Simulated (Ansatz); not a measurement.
**BrClGeH: ladder of basis sets in Python**

How does the energy of BrClGeH converge with the basis? A script is to give a ladder of basis sets; the system is BrClGeH. SMILES: [Cl][GeH][Br].

All numbers are computed with Ansatz 0.2.0 through its Python package. The levels of theory stand in the script.

## Step 1: Starting point

Bond lengths: Cl1–Ge2 2.109 Å, Ge2–Br3 2.312 Å, Ge2–H4 1.590 Å. Angles: Cl1–Ge2–Br3 107.8°, Cl1–Ge2–H4 112.5°, Br3–Ge2–H4 109.3°.

The script holds or builds the structure itself.

## Step 2: The script

File brclgeh_basis.py:

```python
'''Basis-set convergence for BrClGeH.'''

import warnings

import ansatz as az

config = {
    'functional': 'PBE0',
}

GEOMETRY = '''
Cl   -1.86730    0.34630   -0.46750
Ge    0.23550    0.18210   -0.43350
Br    0.76770   -1.89770    0.42500
H     0.91970    1.30900    0.45570
'''


def main() -> None:
    warnings.simplefilter('ignore', az.DeckWarning)

    geometry = az.Crystal.molecule()
    for line in GEOMETRY.strip().splitlines():
        symbol, *xyz = line.split()
        geometry = geometry.atom(symbol, [float(v) for v in xyz])

    calculation = (
        geometry.calculation()
        .functional(config['functional'])
        .spin('collinear', total=1)  # two spin channels
        .accuracy('medium')  # preset for grids and thresholds
    )

    energies = {}
    for basis in ['cc-pVDZ', 'cc-pVTZ']:
        r = calculation.basis(gaussian=basis).run().report
        size = r['n_frozen'] + r['n_occupied'][0] + r['n_virtual'][0]
        energies[basis] = (r['reference_energy_ev'] / 27.211386246, r['free_energy_ev'] / 27.211386246)
        print(f'{basis:14s} {size:4d} orbitals  reference {energies[basis][0]:14.6f} Ha  total {energies[basis][1]:14.6f} Ha')

    last = energies['cc-pVTZ'][1]
    for basis, (_, total) in energies.items():
        print(f'{basis:14s} lies {27.211386 * (total - last):9.4f} eV above cc-pVTZ')


if __name__ == '__main__':
    main()
```

## Step 3: What the engine is handed

The package turns the script's settings into the engine's input (first run):

```yaml
crystal:
  periodic: [false, false, false]
  atoms:
    - { symbol: Cl, position_ang: [-1.8673, 0.3463, -0.4675] }
    - { symbol: Ge, position_ang: [0.2355, 0.1821, -0.4335] }
    - { symbol: Br, position_ang: [0.7677, -1.8977, 0.425] }
    - { symbol: H, position_ang: [0.9197, 1.309, 0.4557] }
accuracy: medium
basis:
  gaussian:
    orbitals: cc-pVDZ
hamiltonian:
  xc: pbe0
magnetization:
  spin_polarized: true
  initial_magnetization: 1.0
```

## Step 4: Running it

On the command line:

```sh
python brclgeh_basis.py
```

Log:

```text
cc-pVDZ          77 orbitals  reference   -5111.241761 Ha  total   -5111.241761 Ha
cc-pVTZ         134 orbitals  reference   -5111.404881 Ha  total   -5111.404881 Ha
cc-pVDZ        lies    4.4387 eV above cc-pVTZ
cc-pVTZ        lies    0.0000 eV above cc-pVTZ
```

Wall time 30 s (1 thread of Arm Neoverse N1, shared host); peak memory 0.47 GiB.

## Step 5: Inputs of later runs

The engine's inputs for the other runs:

Run 2, against run 1:

```diff
@@ -11 +11 @@
-    orbitals: cc-pVDZ
+    orbitals: cc-pVTZ
```

Lines on the test bed's own set-up are left out of the output.

## Step 6: What each run gave

One row for each of the 2 runs:

| run | basis | energy (eV) | <S²> | SCF cycles | CPU time (s) |
| --- | --- | --- | --- | --- | --- |
| 1 | cc-pVDZ | -139083.9738 | 0.75 | 17 | 9.9 |
| 2 | cc-pVTZ | -139088.4125 | 0.75 | 19 | 19 |

## Step 7: Summary of results

| quantity | value |
| --- | --- |
| runs compared | 2 |

**Reading.** Against cc-pVDZ: cc-pVTZ -163.1 mHa. The last step alone is -163.12 mHa. From the first set to the last the time grows from 9.9 to 19.3 s. Caveats:
- The geometry is a force-field or estimated start, not a minimum of this method, and the last set is no limit. Much of the fall in a total is atomic energy, which cancels in bond and reaction energies.
- The species is open-shell (spin multiplicity 2).
- For Al to Cl the sets with a tight d function, cc-pV(X+d)Z, are usual.
